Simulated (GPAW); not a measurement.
# Co3Mo (Pm-3m) in GPAW: equation of state

How stiff is Co3Mo in PBEsol, and what volume does it want? The cell is scaled to several volumes.

Everything below comes from runs of GPAW 26.7.0. Logs are shortened: lines on timing, memory, paths and dates and some standing lists are left out, and cuts for length are marked. The log counts tension as positive stress, the text compression.

## Step 1: Starting point

The structure is cubic, space group Pm-3m (No. 221). The conventional cell has a = 3.563 Å, b = 3.563 Å, c = 3.563 Å, α = 90.00°, β = 90.00°, γ = 90.00°. Mo (site symmetry m-3m) is surrounded by 12 Co at 2.52 Å. Around Co (site symmetry 4/mmm) lie 4 Mo at 2.52 Å and 8 Co at 2.52 Å.

The cell comes from a database or a generator and needn't be the stable form of this composition.

## Step 2: Equation of state, PBEsol, collinear spin, ferromagnetic start

run.py

```python
from ase import Atoms
from ase.eos import EquationOfState
from ase.io import Trajectory
from ase.units import GPa
from gpaw import GPAW, PW, setup_paths

setup_paths.insert(0, '.')

atoms = Atoms(['Mo', 'Co', 'Co', 'Co'],
              cell=[[3.5626663367, 0.0, 0.0],
                    [0.0, 3.5626663367, 0.0],
                    [0.0, 0.0, 3.5626663367]],
              scaled_positions=[[0.0, 0.0, 0.0],
                                [0.0, 0.5, 0.5],
                                [0.5, 0.0, 0.5],
                                [0.5, 0.5, 0.0]],
              pbc=True)
atoms.set_initial_magnetic_moments([1.0, 2.0, 2.0, 2.0])

traj = Trajectory('eos.traj', 'w')
volumes, energies = [], []
for x in [0.94, 0.96, 0.98, 1.0, 1.02, 1.04, 1.06]:
    a = atoms.copy()
    a.set_cell(atoms.cell * x**(1 / 3), scale_atoms=True)
    calc = GPAW(mode=PW(600),
                xc='PBEsol',
                kpts={'size': (8, 8, 8), 'gamma': True},
                occupations={'name': 'fermi-dirac', 'width': 0.05},
                nbands=40,
                convergence={'density': 1e-05, 'energy': 1e-05},
                maxiter=150,
                txt=f'eos-{x:.2f}.txt')
    a.calc = calc
    energies.append(a.get_potential_energy(force_consistent=True))
    volumes.append(a.get_volume())
    p = -a.get_stress()[:3].mean() / GPa
    calc.write(f'eos-{x:.2f}.gpw')
    traj.write(a)
    print(f'{x:.2f} {volumes[-1]:10.4f} A^3 {energies[-1]:14.6f} eV {p:9.3f} GPa', flush=True)

v0, e0, B = EquationOfState(volumes, energies, eos='birchmurnaghan').fit()
print(f'V0 = {v0:.4f} A^3, E0 = {e0:.6f} eV, B0 = {B / GPa:.2f} GPa')
```

Potentials or basis: PAW data sets generated in the run's folder for this functional, pw.

Launch:

```
$ gpaw-setup -f PBEsol Co Mo
$ OMP_NUM_THREADS=1 python run.py
```

Output:

```text
__  _  _
 | _ |_)|_||  |
 |__||  | ||/\| - 26.7.0

Input parameters:
  mode=PW(ecut=600.0),
  convergence={'density': 1e-05, 'energy': 1e-05},
  kpts=MonkhorstPack(size=(8, 8, 8), gamma=True),
  maxiter=150,
  nbands=40,
  occupations=Occupations(name='fermi-dirac', width=0.05),
  xc=XC(name='PBEsol')

Diagonalizing LCAO Hamiltonian
Converting LCAO to pw mode
   .--------.
  /|        |
 * |        |
 |Co        |
 | .-Co-----.
 |/    Co  /
 Mo-------*

Atoms  # Å, Bohr magnetons
|   | symbol |        x |        y |        z |    initial magnetic moments |
|---|--------|----------|----------|----------|-----------------------------|
| 0 |     Mo | 0.000000 | 0.000000 | 0.000000 | ( 0.0000,  0.0000,  1.0000) |
| 1 |     Co | 0.000000 | 1.757258 | 1.757258 | ( 0.0000,  0.0000,  2.0000) |
| 2 |     Co | 1.757258 | 0.000000 | 1.757258 | ( 0.0000,  0.0000,  2.0000) |
| 3 |     Co | 1.757258 | 1.757258 | 0.000000 | ( 0.0000,  0.0000,  2.0000) |

Unit cell  # Å
| periodic |        x |        y |        z |  lengths |    angles |
|----------|----------|----------|----------|----------|-----------|
|      yes | 3.514516 | 0.000000 | 0.000000 | 3.514516 | 90.000000 |
|      yes | 0.000000 | 3.514516 | 0.000000 | 3.514516 | 90.000000 |
|      yes | 0.000000 | 0.000000 | 3.514516 | 3.514516 | 90.000000 |

Number of symmetries: 48
Symmetry operations  # r_c * U_cc + t_c -> r_c
|    | kind |            matrix            |
|----|------|------------------------------|
|  0 |  E   |  1, 0, 0,  0, 1, 0,  0, 0, 1 |
|  1 |  σ   |  1, 0, 0,  0, 1, 0,  0, 0,-1 |
|  2 |  σ   |  1, 0, 0,  0, 0, 1,  0, 1, 0 |
|  3 |  C4  |  1, 0, 0,  0, 0, 1,  0,-1, 0 |
|  4 |  C4  |  1, 0, 0,  0, 0,-1,  0, 1, 0 |
|  5 |  σ   |  1, 0, 0,  0, 0,-1,  0,-1, 0 |
|  6 |  σ   |  1, 0, 0,  0,-1, 0,  0, 0, 1 |
|  7 |  C2  |  1, 0, 0,  0,-1, 0,  0, 0,-1 |
|  8 |  σ   |  0, 1, 0,  1, 0, 0,  0, 0, 1 |
|  9 |  C2  |  0, 1, 0,  1, 0, 0,  0, 0,-1 |
| 10 |  C3  |  0, 1, 0,  0, 0, 1,  1, 0, 0 |
| 11 |  S6  |  0, 1, 0,  0, 0, 1, -1, 0, 0 |
| 12 |  S6  |  0, 1, 0,  0, 0,-1,  1, 0, 0 |
| 13 |  C3  |  0, 1, 0,  0, 0,-1, -1, 0, 0 |
| 14 |  C4  |  0, 1, 0, -1, 0, 0,  0, 0, 1 |
| 15 |  S4  |  0, 1, 0, -1, 0, 0,  0, 0,-1 |
| 16 |  C3  |  0, 0, 1,  1, 0, 0,  0, 1, 0 |
| 17 |  S6  |  0, 0, 1,  1, 0, 0,  0,-1, 0 |
| 18 |  σ   |  0, 0, 1,  0, 1, 0,  1, 0, 0 |
| 19 |  C4  |  0, 0, 1,  0, 1, 0, -1, 0, 0 |
| 20 |  C2  |  0, 0, 1,  0,-1, 0,  1, 0, 0 |
| 21 |  S4  |  0, 0, 1,  0,-1, 0, -1, 0, 0 |
| 22 |  S6  |  0, 0, 1, -1, 0, 0,  0, 1, 0 |
| 23 |  C3  |  0, 0, 1, -1, 0, 0,  0,-1, 0 |
| 24 |  S6  |  0, 0,-1,  1, 0, 0,  0, 1, 0 |
| 25 |  C3  |  0, 0,-1,  1, 0, 0,  0,-1, 0 |
| 26 |  C4  |  0, 0,-1,  0, 1, 0,  1, 0, 0 |
| 27 |  σ   |  0, 0,-1,  0, 1, 0, -1, 0, 0 |
| 28 |  S4  |  0, 0,-1,  0,-1, 0,  1, 0, 0 |
| 29 |  C2  |  0, 0,-1,  0,-1, 0, -1, 0, 0 |
| 30 |  C3  |  0, 0,-1, -1, 0, 0,  0, 1, 0 |
| 31 |  S6  |  0, 0,-1, -1, 0, 0,  0,-1, 0 |
| 32 |  C4  |  0,-1, 0,  1, 0, 0,  0, 0, 1 |
| 33 |  S4  |  0,-1, 0,  1, 0, 0,  0, 0,-1 |
| 34 |  S6  |  0,-1, 0,  0, 0, 1,  1, 0, 0 |
| 35 |  C3  |  0,-1, 0,  0, 0, 1, -1, 0, 0 |
| 36 |  C3  |  0,-1, 0,  0, 0,-1,  1, 0, 0 |
| 37 |  S6  |  0,-1, 0,  0, 0,-1, -1, 0, 0 |
| 38 |  σ   |  0,-1, 0, -1, 0, 0,  0, 0, 1 |
| 39 |  C2  |  0,-1, 0, -1, 0, 0,  0, 0,-1 |
| 40 |  σ   | -1, 0, 0,  0, 1, 0,  0, 0, 1 |
| 41 |  C2  | -1, 0, 0,  0, 1, 0,  0, 0,-1 |
| 42 |  C2  | -1, 0, 0,  0, 0, 1,  0, 1, 0 |
| 43 |  S4  | -1, 0, 0,  0, 0, 1,  0,-1, 0 |
| 44 |  S4  | -1, 0, 0,  0, 0,-1,  0, 1, 0 |
| 45 |  C2  | -1, 0, 0,  0, 0,-1,  0,-1, 0 |
| 46 |  C2  | -1, 0, 0,  0,-1, 0,  0, 0, 1 |
| 47 |  i   | -1, 0, 0,  0,-1, 0,  0, 0,-1 |

BZ-sampling:
  Number of BZ points: 512
  Number of IBZ points: 35

  Monkhorst-Pack size: [8, 8, 8]
  Monkhorst-Pack shift: [0.0625, 0.0625, 0.0625]

K-points  # in reciprocal-cell coordinates
|     |                                coordinates |     weight |
|-----|--------------------------------------------|------------|
|   0 | (  0.00000000,   0.00000000,   0.00000000) | 0.00195312 |
|   1 | (  0.12500000,   0.00000000,   0.00000000) | 0.01171875 |
|   2 | (  0.12500000,   0.12500000,   0.00000000) | 0.02343750 |
|   3 | (  0.12500000,   0.12500000,   0.12500000) | 0.01562500 |
|   4 | (  0.25000000,   0.00000000,   0.00000000) | 0.01171875 |
|   5 | (  0.25000000,   0.12500000,   0.00000000) | 0.04687500 |
|   6 | (  0.25000000,   0.12500000,   0.12500000) | 0.04687500 |
|   7 | (  0.25000000,   0.25000000,   0.00000000) | 0.02343750 |
|   8 | (  0.25000000,   0.25000000,   0.12500000) | 0.04687500 |
|   9 | (  0.25000000,   0.25000000,   0.25000000) | 0.01562500 |
| ... |                                            |            |
|  34 | (  0.50000000,   0.50000000,   0.50000000) | 0.00195312 |

Plane wave coefficients: 1472
Cutoff: 600.0 eV

Spin-components: 2 (collinear spins)
Bands:           40
Projectors:      24
Spin-degeneracy: 1
Datatype:        complex128

Parallelization:
  kpt:    1
  domain: 1
  band:   1

Density:
  Valence electrons: 41.0
  Components: 2
  Grid points: [20 20 20]
  Charge: 0.0  # |e|

Potential:
  Grid points: [20 20 20]

species:
  Mo:
    name:    Molybdenum
    Z:       42.0
    valence: 14
    core:    28
    charge:  0.0  # [|e|]
    compensation charges:
      type: gauss
      rc: 0.38  # [Å]
      lmax: 2
    cutoffs:
      filter: 2.16  # [Å]
      core: 1.42  # [Å]
    projectors
    | kind |    occ | energy [eV] | rcut [Å] |
    |------|--------|-------------|----------|
    |   4s |  2.000 |     -64.262 |    1.238 |
    |   5s |  1.000 |      -4.116 |    1.238 |
    |   4p |  6.000 |     -38.461 |    1.296 |
    |   5p |  0.000 |      -1.012 |    1.296 |
    |   4d |  5.000 |      -3.770 |    1.296 |
    |    d |        |      23.442 |    1.296 |

    Using partial waves for Mo as LCAO basis

  Co:
    name:    Cobalt
    Z:       27.0
    valence: 9
    core:    18
    charge:  0.0  # [|e|]
    compensation charges:
      type: gauss
      rc: 0.32  # [Å]
      lmax: 2
    cutoffs:
      filter: 1.87  # [Å]
      core: 2.55  # [Å]
    projectors
    | kind |    occ | energy [eV] | rcut [Å] |
    |------|--------|-------------|----------|
    |   4s |  2.000 |      -5.488 |    1.005 |
    |   4p |  0.000 |      -1.248 |    1.058 |
    |   3d |  7.000 |      -8.230 |    1.005 |
    |    s |        |      21.723 |    1.005 |
    |    p |        |      25.963 |    1.058 |
    |    d |        |      18.981 |    1.005 |

    Using partial waves for Co as LCAO basis

Reference energy: -223681.292710  # eV

eigensolver:
  PPCG
  Converge bands: occupied
  niter=2

density mixing:
  MSR1-Mixer
  Pratt-step length: 0.05
  Maximum mixing coefficient: 0.75
  Old densities: 10
  SVD Regularization: 0.005
  Good broyden scale: 1.0
  Trust region scale: 1.0
  Backstep threshold: 4.0
  History deletion threshold: 6.0
  Fourier metric: weight=20.0, sigma=0.015

occupation numbers:
  Fermi-Dirac:
    width: 0.0500  # eV

poisson solver:
  ecut: 4800.0  # eV

xc functional:
  name: PBEsol with 2 nearest neighbor stencil

convergence criteria:
- Maximum integral of absolute [dens]ity change: 1e-05 electrons / valence electron
- Maximum [total energy] change in last 3 cyles: 1e-05 eV / valence electron
- Maximum integral of absolute [eigenst]ate change: 4e-08 eV^2 / valence electron
maximum number of iterations: 150

SCF iterations
|iter     | |      energy | eigst |  dens |  magmom |
|---------|-|-------------|-------|-------|---------|
|iter:   1| |  -38.205868 | +0.50 |       |  +6.9987|
|iter:   2| |  -38.258607 | -1.67 | -0.78 |  +6.7550|
|iter:   3| |  -39.371448 | -1.53 | -0.82 |  +5.1656|
|iter:   4| |  -38.977660 | -2.19 | -0.76 |  +3.1913|
|iter:   5| |  -39.107538 | -2.65 | -1.13 |  +1.7777|
|iter:   6| |  -39.155926 | -2.91 | -1.51 |  +0.4763|
|iter:   7| |  -39.162044 | -3.36 | -1.75 |  +0.3459|
|iter:   8| |  -39.169397 | -4.00 | -2.04 |  +0.5387|
|iter:   9| |  -39.170363 | -4.43 | -2.51 |  +0.5283|
|iter:  10| |  -39.170273 | -4.66 | -2.85 |  +0.4479|
|iter:  11| |  -39.169995c| -5.11 | -3.13 |  +0.3893|
|iter:  12| |  -39.169788 | -5.62 | -3.47 |  +0.3519|
|iter:  13| |  -39.169498 | -5.40 | -3.70 |  +0.3057|
|iter:  14| |  -39.169354 | -5.94 | -3.93 |  +0.2833|
|iter:  15| |  -39.169154c| -5.66 | -4.15 |  +0.2517|
|iter:  16| |  -39.169038c| -6.08 | -4.43 |  +0.2321|
|iter:  17| |  -39.168991c| -6.82 | -4.88 |  +0.2237|
|iter:  18| |  -39.168974c| -7.72c| -5.27c|  +0.2206|

Converged in 18 steps
Energy contributions relative to reference atoms: (reference = -223681.292710)

Energy contributions:
  Kinetic:          18.819618
  Coulomb:         -17.575635
  Zero:             -0.415998
  External:          0.000000
  Xc:              -39.981786
  Entropy:          -0.030346
  Spinorbit:         0.000000
  ----------------------------
  Free energy:     -39.184146
  Extrapolated:    -39.168974

dipole moment: (-22.743266, -22.743266, -22.743266)  # |e|*Ang

Total magnetic moment: (0.000000, 0.000000, 0.220604)

Local magnetic moments
|        x |        y |         z |
|----------|----------|-----------|
| 0.000000 | 0.000000 | -0.038027 |  # Mo   0
| 0.000000 | 0.000000 |  0.092235 |  # Co   1
| 0.000000 | 0.000000 |  0.092235 |  # Co   2
| 0.000000 | 0.000000 |  0.092235 |  # Co   3

Fermi level: 13.127
Eigenvalues  # (at kpt = [0.000, 0.000, 0.000])
| band index |      eig [eV] | occ [0-1] |      eig [eV] | occ [0-1] |
|------------|---------------|-----------|---------------|-----------|
|          0 |       -48.267 |     1.000 |       -48.291 |     1.000 |
|        ... |               |           |               |           |
|          9 |         8.272 |     1.000 |         8.315 |     1.000 |
|         10 |         8.523 |     1.000 |         8.560 |     1.000 |
|         11 |        11.023 |     1.000 |        11.110 |     1.000 |
|         12 |        11.023 |     1.000 |        11.110 |     1.000 |
|         13 |        11.023 |     1.000 |        11.110 |     1.000 |
|         14 |        12.543 |     1.000 |        12.615 |     1.000 |
|         15 |        12.543 |     1.000 |        12.615 |     1.000 |
|         16 |        13.101 |     0.631 |        13.207 |     0.170 |
|         17 |        13.438 |     0.002 |        13.574 |     0.000 |
|         18 |        13.438 |     0.002 |        13.574 |     0.000 |
|         19 |        13.438 |     0.002 |        13.574 |     0.000 |
|         20 |        14.807 |     0.000 |        14.851 |     0.000 |
|         21 |        14.807 |     0.000 |        14.851 |     0.000 |
|         22 |        15.957 |     0.000 |        15.975 |     0.000 |
|         23 |        15.957 |     0.000 |        15.975 |     0.000 |
|        ... |               |           |               |           |
|         39 |        39.125 |     0.000 |        39.109 |     0.000 |

No gap
No difference between direct/indirect transitions

Stress tensor  # eV/Ang^3
|         x |         y |         z |
|-----------|-----------|-----------|
| -0.045890 |  0.000000 |  0.000000 |
|  0.000000 | -0.045890 |  0.000000 |
|  0.000000 |  0.000000 | -0.045890 |

# Writing to eos-0.96.gpw (mode='')
```

It took 16 min on 1 thread of Arm Neoverse V1, shared host; peak memory 0.49 GiB.

What came out:

- Equilibrium volume: 11.16 Å³/atom
- Bulk modulus: 288 GPa
- Pressure derivative of the bulk modulus: 4.7

Energy against volume, from the lowest point:
```tsv
volume (Å³/atom)	energy (meV/atom)
10.627	24.62
10.853	7.51
11.079	0.00
11.305	1.15
11.531	9.88
11.757	25.41
11.983	47.06
```
